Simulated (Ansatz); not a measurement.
# B₂FH₃O: how energies converge with the basis set

Aim: see how fast density functionals converge with the basis set for B₂FH₃O.

Program: Ansatz 0.2.0, Gaussian basis. Level of theory: one geometry, several basis sets. These are calculated values, not measurements.

Levels to be run: PBE0-D4/def2-SVP; ωB97M-V/def2-SVP; PBE0-D4/def2-QZVPP; ωB97M-V/def2-QZVPP; the functionals' def2-TZVPP values are taken from earlier runs.

### Step 1. Structure used throughout

An earlier PBE0-D4 in a triple-zeta def2 set relaxation fixed the geometry.

SMILES `BOBF`, 7 atoms, charge 0, spin multiplicity 1.

Atoms are counted from 1 here; the program's logs count them from 0.

Bond lengths: B1–O2 1.363 Å, B1–H5 1.199 Å, B1–H6 1.195 Å, O2–B3 1.363 Å, B3–F4 1.316 Å, B3–H7 1.195 Å. Angles: O2–B1–H5 119.9°, O2–B1–H6 117.3°, H5–B1–H6 122.8°, B1–O2–B3 124.8°, O2–B3–F4 117.3°, O2–B3–H7 122.9°, F4–B3–H7 119.8°.

### Step 2. PBE0-D4 in def2-SVP

Input file in.yaml:

```yaml
crystal:
  periodic: [false, false, false]
  atoms:
    - {symbol: B, position_ang: [-0.716507, 0.982876, -0.080850]}
    - {symbol: O, position_ang: [-0.401962, -0.213351, 0.491441]}
    - {symbol: B, position_ang: [0.654924, -0.993556, 0.129913]}
    - {symbol: F, position_ang: [0.821536, -2.125022, 0.781983]}
    - {symbol: H, position_ang: [-0.039314, 1.415332, -0.970872]}
    - {symbol: H, position_ang: [-1.674933, 1.557712, 0.341275]}
    - {symbol: H, position_ang: [1.417556, -0.691992, -0.738688]}
basis:
  gaussian: {orbitals: def2-SVP}
hamiltonian: {xc: pbe0, dispersion: d4}
output: {orbitals: {seedname: orbitals}}
```

Started as:

```
> ansatz run in.yaml --threads 2 --pin off --events-out ev --progress --plain --max-ram 4352MiB
```

After this run come: ωB97M-V in def2-SVP; PBE0-D4 in def2-QZVPP; ωB97M-V in def2-QZVPP.

Before running them: what should the planned runs give, taken together? Wanted: PBE0-D4: double and triple zeta above quadruple; ωB97M-V: double and triple zeta above quadruple.

**Answer**, as computed:

| quantity | value |
| --- | --- |
| PBE0-D4: double and triple zeta above quadruple | 7.60, 0.36 eV |
| ωB97M-V: double and triple zeta above quadruple | 7.79, 0.33 eV |

**Reading.** For PBE0-D4 the step from double to triple zeta gains 7.25 eV and the next only 0.36 eV. Total energies overstate the basis error of differences, where much of it tends to cancel.
